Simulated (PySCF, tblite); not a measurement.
# 1,1,1,2,2-pentafluoropropane (C3H3F5): dynamics, then NMR shifts on frames

How do NMR shifts of 1,1,1,2,2-pentafluoropropane (C3H3F5) (`CC(F)(F)C(F)(F)F`) change as the atoms move?

Computed with tblite 0.8.0 and PySCF 2.14.0, with density-fitted response routines of our own, on a single molecule in the gas phase. Atoms are numbered from 0 throughout.

## (1) The molecule as given

11 atoms, charge 0, multiplicity 1; geometry from: GFN2-xTB.

Bonds of the start (Å): C0–C1 1.51, C1–F2 1.36, C1–F3 1.36, C1–C4 1.55, C4–F5 1.34, C4–F6 1.34, C4–F7 1.33, C0–H8 1.09, C0–H9 1.09, C0–H10 1.09.

## (2) A short Langevin run with GFN2-xTB

The job: settings as JSON, then the geometry in Å.

```
{"job": {"kind": "md", "xc": "GFN2-xTB", "basis": "xTB", "temperature": 400, "steps": 2000, "every": 50, "frames": 5}, "charge": 0, "multiplicity": 1}
C     -1.285436    -0.278212     0.143238
C     -0.064055     0.601834    -0.005565
F     -0.160206     1.399753    -1.097381
F      0.076647     1.436694     1.053362
C      1.244753    -0.222592    -0.134946
F      1.419680    -0.995322     0.941543
F      1.183776    -1.033577    -1.195697
F      2.322886     0.539994    -0.266876
H     -1.187390    -0.885722     1.039333
H     -2.164106     0.356924     0.228027
H     -1.381124    -0.917104    -0.731001
```

With the program's defaults for keys left out, this is: GFN2-xTB Langevin dynamics, gas phase.

The run is started by

```sh
$ OMP_NUM_THREADS=1 python probes_run.py task.json out
```

This one command runs all jobs of the session in turn.

The program printed:

```text
t/fs     T/K      E/eV
    0.0   350.9   -860.42961
   25.0   237.9   -860.20370
   50.0   287.3   -860.15363
   75.0   334.6   -860.24465
  100.0   337.4   -860.17559
  125.0   287.5   -860.18208
  150.0   316.3   -859.97363
  175.0   336.4   -860.07721
  200.0   443.2   -860.03024
  225.0   399.6   -860.07487
  250.0   401.1   -860.08655
  275.0   338.5   -860.02717
  300.0   318.2   -860.05406
  325.0   234.4   -859.77466
  350.0   407.5   -859.88962
  375.0   442.2   -859.84180
  400.0   494.9   -859.90704
  425.0   469.2   -859.85023
  450.0   528.1   -859.86658
  475.0   505.1   -859.86861
  500.0   333.0   -859.69085
  525.0   450.6   -859.75605
  550.0   591.9   -859.94364
  575.0   495.0   -859.92313
  600.0   531.4   -860.10125
  625.0   395.1   -859.90585
  650.0   450.6   -859.92738
  675.0   429.6   -860.01252
  700.0   313.7   -859.91893
  725.0   373.2   -860.00488
  750.0   428.7   -859.98490
  775.0   333.7   -859.89623
  800.0   652.3   -860.07872
  825.0   624.5   -860.02446
  850.0   459.4   -859.79494
  875.0   395.4   -859.92163
  900.0   483.9   -860.08900
  925.0   452.4   -859.89727
  950.0   440.9   -859.87215
  975.0   499.1   -859.76103
 1000.0   637.8   -859.94871
```

Wall time 8.9 s (1 thread of Intel Xeon at 2.80GHz, shared host); peak memory 0.18 GiB.

Distance from the start (root mean square after alignment): 0 fs 0.00 Å, 200 fs 0.14 Å, 400 fs 0.16 Å, 600 fs 0.79 Å, 800 fs 0.17 Å, 1000 fs 1.03 Å.

Positions (Å) and forces (eV/Å) at 1000 fs:

```xyz
11

C    -1.291   -1.291    0.866    2.303    0.083   -0.613
C    -0.634   -0.289   -0.148    0.961   -0.817    1.239
F    -0.863   -0.502   -1.487    0.027   -0.223    1.226
F    -0.986    0.969    0.099   -0.657    0.729    0.023
C     0.903   -0.340    0.125    1.267   -0.332   -1.186
F     1.335    0.157    1.277   -0.717   -0.194    0.276
F     1.337   -1.624    0.056   -0.159    0.370    0.132
F     1.621    0.324   -0.800   -0.364   -0.101   -0.103
H    -2.046   -1.740    0.333   -2.253   -0.807   -0.730
H    -0.628   -2.122    1.165    0.224    0.392   -0.543
H    -1.531   -0.862    1.807   -0.631    0.900    0.278
```

## (3) Shielding tensors: 250 fs, PBE0/pcSseg-1

The job: settings as JSON, then the geometry in Å.

```
{"job": {"kind": "nmr", "xc": "PBE0", "basis": "pcSseg-1", "pop": false}, "charge": 0, "multiplicity": 1}
C     -1.652800    -0.899800     0.309800
C     -0.517200    -0.004400    -0.035400
F     -0.665600     0.604200    -1.181500
F     -0.509500     1.069600     0.861900
C      0.898700    -0.667200     0.031300
F      1.155000    -1.167500     1.234700
F      1.020900    -1.749800    -0.813600
F      1.889100     0.205300    -0.228600
H     -1.322900    -1.578600     1.177700
H     -2.407300    -0.356400     0.800000
H     -2.032600    -1.457900    -0.525600
```

Method: GIAO PBE0/pcSseg-1 NMR shielding, non-relativistic, gas phase.

The program printed:

```text
coarse grid: 10552 points
cycle   1  E = -614.3898713118  dE =  1.253e+00  |g| = 1.138e+00  |ddm| = 2.770e+00
cycle   2  E = -614.0818563993  dE =  3.080e-01  |g| = 1.853e+00  |ddm| = 1.444e+00
cycle   3  E = -614.6071517374  dE = -5.253e-01  |g| = 7.708e-02  |ddm| = 9.133e-01
cycle   4  E = -614.6078575497  dE = -7.058e-04  |g| = 5.171e-02  |ddm| = 7.795e-02
cycle   5  E = -614.6083721057  dE = -5.146e-04  |g| = 9.614e-03  |ddm| = 3.562e-02
cycle   6  E = -614.6083835662  dE = -1.146e-05  |g| = 3.396e-03  |ddm| = 6.346e-03
cycle   7  E = -614.6083853872  dE = -1.821e-06  |g| = 3.572e-04  |ddm| = 2.056e-03
final grid: 107760 points
cycle   8  E = -614.6875095554  dE = -5.204e-05  |g| = 7.303e-03  |ddm| = 2.227e-02
cycle   9  E = -614.6875005411  dE =  9.014e-06  |g| = 1.072e-02  |ddm| = 1.033e-02
cycle  10  E = -614.6875200806  dE = -1.954e-05  |g| = 7.686e-04  |ddm| = 5.532e-03
cycle  11  E = -614.6875201819  dE = -1.014e-07  |g| = 2.538e-04  |ddm| = 6.437e-04
cycle  12  E = -614.6875201930  dE = -1.111e-08  |g| = 6.749e-05  |ddm| = 1.632e-04
cycle  13  E = -614.6875201937  dE = -6.814e-10  |g| = 1.894e-05  |ddm| = 4.967e-05
converged SCF energy = -614.6875201937

GIAO shielding tensors (ppm)
atom      isotropic    diamagn.    paramagn.     s11        s22        s33       span
  0 C      167.427     250.081     -82.654    149.536    157.332    195.412     45.876
  1 C       65.103     236.907    -171.804     47.825     70.343     77.140     29.315
  2 F      310.178     472.827    -162.649    218.247    320.738    391.548    173.301
  3 F      268.554     475.260    -206.706    161.175    277.493    366.994    205.818
  4 C       53.134     241.453    -188.319     45.820     53.995     59.586     13.766
  5 F      262.249     472.047    -209.798    185.284    263.624    337.839    152.555
  6 F      247.896     472.586    -224.690    153.187    230.739    359.761    206.574
  7 F      267.100     472.336    -205.237    180.352    268.609    352.338    171.986
  8 H       28.379      26.942       1.437     23.946     28.138     33.052      9.105
  9 H       30.462      29.170       1.293     26.473     28.535     36.379      9.907
 10 H       30.103      28.090       2.013     26.074     27.484     36.751     10.678
```

It took 21 s on 1 thread of Intel Xeon at 2.80GHz, shared host; peak memory 0.71 GiB.

The references, computed at this level on geometries of the same kind, shield at (ppm): 1H TMS 31.72, 13C TMS 186.9, 19F CFCl3 170.9. Their shielding less the atom's gives the shift. The references are single molecules in the gas phase, so shifts against H2O, NH3, PH3, H3PO4 or CFCl3 are not on the usual liquid scales and can be off by tens of ppm. Each atom is listed at this fixed geometry, with no averaging over motion; a spectrum would average atoms that exchange fast.

```tsv
atoms	environment	σ (ppm)	δ (ppm)
C4	CF3 carbon	53.1	133.8
C1	fully substituted sp3 carbon bonded to 2 F	65.1	121.8
C0	methyl carbon	167.4	19.5
H8	hydrogen on a methyl carbon	28.38	3.34
H10	hydrogen on a methyl carbon	30.10	1.61
H9	hydrogen on a methyl carbon	30.46	1.25
F6	fluorine of a CF3 group	247.9	-76.9
F5	fluorine of a CF3 group	262.2	-91.3
F7	fluorine of a CF3 group	267.1	-96.2
F3	fluorine of a CF2 group	268.6	-97.6
F2	fluorine of a CF2 group	310.2	-139.2
```

The fields below are evaluated on a grid from the run's orbitals.

Frontier orbitals at PBE0/pcSseg-1, with the share of their density that lies nearest to each atom:

```tsv
orbital	energy (eV)	lies on
HOMO	-10.52	F3 22 %; F2 17 %; C1, C4 about 14 % each
LUMO	1.23	C1 27 %; C4 17 %; F3 15 %
```

ELF in a plane through or near 4 of the atoms.

Values, 10 rows by 14 columns:
```
0.00 0.00 0.00 0.00 0.00 0.00 0.00 0.00 0.00 0.00 0.00 0.00 0.00 0.00
0.00 0.00 0.00 0.00 0.00 0.00 0.00 0.00 0.00 0.00 0.00 0.00 0.00 0.00
0.00 0.00 0.00 0.01 0.03 0.00 0.02 0.03 0.01 0.00 0.00 0.00 0.00 0.00
0.00 0.00 0.05 0.44 0.62 0.02 0.08 0.16 0.05 0.01 0.13 0.01 0.00 0.00
0.00 0.00 0.32 0.80 0.67 0.32 0.71 0.86 0.73 0.70 0.96 0.56 0.00 0.00
0.00 0.00 0.26 0.63 0.52 0.81 0.87 0.61 0.45 0.30 0.74 0.26 0.00 0.00
0.00 0.00 0.00 0.00 0.09 0.26 0.09 0.05 0.80 0.66 0.13 0.02 0.00 0.00
0.00 0.00 0.00 0.00 0.03 0.05 0.01 0.01 0.52 0.30 0.03 0.00 0.00 0.00
0.00 0.00 0.00 0.00 0.00 0.00 0.00 0.00 0.01 0.01 0.00 0.00 0.00 0.00
0.00 0.00 0.00 0.00 0.00 0.00 0.00 0.00 0.00 0.00 0.00 0.00 0.00 0.00
```
The map spans 9.9 Å across and 8.1 Å up, centred on the molecule. Atoms in the plane (x, y in Å): C0 (1.3, -0.3), C1 (0.1, 0.6), C4 (-1.3, -0.2), F7 (-2.3, 0.6).

On the surface of density 0.002 e/bohr³ the electrostatic potential runs, from the 1st to the 99th percentile, from -0.70 V near F3 to 1.29 V near H10.

## (4) Nuclear shieldings: 425 fs, PBE0/pcSseg-1

The job: settings as JSON, then the geometry in Å.

```
{"job": {"kind": "nmr", "xc": "PBE0", "basis": "pcSseg-1", "pop": false}, "charge": 0, "multiplicity": 1}
C     -1.517000    -1.267500     0.420600
C     -0.329100    -0.372400     0.137900
F     -0.580000     0.275600    -1.060000
F     -0.089900     0.652600     0.996300
C      0.993200    -1.044500     0.249000
F      0.994700    -1.647000     1.523700
F      1.202100    -2.004600    -0.638900
F      2.016500    -0.228000     0.271900
H     -1.160800    -1.859500     1.354300
H     -2.380000    -0.564500     0.556200
H     -1.553200    -1.955200    -0.410200
```

With the program's defaults for keys left out, this is: GIAO PBE0/pcSseg-1 NMR shielding, non-relativistic, gas phase.

The program printed:

```text
coarse grid: 10552 points
cycle   1  E = -614.3904225242  dE =  1.260e+00  |g| = 1.122e+00  |ddm| = 2.756e+00
cycle   2  E = -614.0951700408  dE =  2.953e-01  |g| = 1.819e+00  |ddm| = 1.423e+00
cycle   3  E = -614.5997324966  dE = -5.046e-01  |g| = 6.961e-02  |ddm| = 9.014e-01
cycle   4  E = -614.6002348102  dE = -5.023e-04  |g| = 5.034e-02  |ddm| = 7.131e-02
cycle   5  E = -614.6007143553  dE = -4.795e-04  |g| = 8.654e-03  |ddm| = 3.361e-02
cycle   6  E = -614.6007237810  dE = -9.426e-06  |g| = 2.914e-03  |ddm| = 5.728e-03
final grid: 107760 points
cycle   7  E = -614.6788663789  dE = -5.172e-05  |g| = 7.972e-03  |ddm| = 2.419e-02
cycle   8  E = -614.6788543549  dE =  1.202e-05  |g| = 1.218e-02  |ddm| = 1.139e-02
cycle   9  E = -614.6788773673  dE = -2.301e-05  |g| = 5.326e-04  |ddm| = 6.208e-03
cycle  10  E = -614.6788774124  dE = -4.508e-08  |g| = 1.887e-04  |ddm| = 5.215e-04
cycle  11  E = -614.6788774177  dE = -5.263e-09  |g| = 5.140e-05  |ddm| = 1.309e-04
cycle  12  E = -614.6788774180  dE = -3.831e-10  |g| = 1.959e-05  |ddm| = 3.896e-05
converged SCF energy = -614.6788774180

GIAO shielding tensors (ppm)
atom      isotropic    diamagn.    paramagn.     s11        s22        s33       span
  0 C      159.167     252.876     -93.709    143.493    154.403    179.606     36.112
  1 C       62.537     237.677    -175.140     36.551     66.129     84.931     48.380
  2 F      285.070     476.144    -191.075    160.941    342.494    351.774    190.833
  3 F      295.378     475.975    -180.597    195.925    333.863    356.346    160.421
  4 C       55.536     244.023    -188.487     45.728     56.169     64.712     18.984
  5 F      220.319     473.927    -253.607    116.435    182.405    362.118    245.683
  6 F      275.563     471.121    -195.558    195.121    293.668    337.899    142.778
  7 F      275.367     472.200    -196.833    207.502    286.273    332.326    124.823
  8 H       27.418      26.461       0.958     22.135     28.540     31.579      9.444
  9 H       28.411      27.245       1.166     24.765     26.356     34.112      9.347
 10 H       29.618      28.773       0.845     26.139     28.270     34.446      8.307
```

Run time: 14 s. Hardware: 1 thread of Intel Xeon at 2.80GHz, shared host; peak memory 0.74 GiB.

This run: δ C4 131.4, C1 124.4, C0 27.8, F5 -49.4, H8 4.30, H9 3.31 ppm.

(Part 1 of 2 ends here.)
